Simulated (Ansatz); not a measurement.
The system is HfGe.

```
Hf Ge
1.0
     3.50084    0.00000    0.00000
     0.00000    3.50084    0.00000
     0.00000    0.00000    3.50084
Hf Ge
1 1
Direct
  0.00000 0.00000 0.00000
  0.50000 0.50000 0.50000
```

The cell was built by a generator and needn't be a form met in nature.

The cell isn't the ideal one: as made, not relaxed: species swapped into the ErZn type (Pm-3m, No. 221).

Program: Ansatz 0.2.0. Alike in all runs: potentials or basis Ansatz PAW; cutoff (eV) 420.

Q: Order these runs on this cell by their pressure, lowest first.
A. level PBEsol; spin SOC, no magnetisation; cell as given; k mesh 6 × 6 × 6; smearing fermi-dirac 0.05 eV; points for each segment of the path 14
B. level LDA; spin SOC, no magnetisation; cell as given; k mesh 6 × 6 × 6; smearing fermi-dirac 0.05 eV; points for each segment of the path 14
C. level BPBE; spin SOC, no magnetisation; cell as made, not relaxed: species swapped into the ErZn type (Pm-3m, No. 221); k mesh 6 × 6 × 6; smearing gaussian 0.025 eV
D. level RPBE; spin off; cell as given; k mesh 8 × 8 × 8; smearing fermi-dirac 0.05 eV; points for each segment of the path 14

A: B (-18.2 GPa), A (-15.6 GPa), C (-12.0 GPa), D (-9.1 GPa).

Caveats: the PAW data sets come from PBE, with cores solved anew for the run's functional, which leaves a small shift of forces and pressure; the potentials were made for another functional, which shifts forces and pressure (some runs); so large a pressure means that the cell lies far from this level's equilibrium, or that cutoff or potentials fall short (some runs).

Not every run made on this cell is shown here.
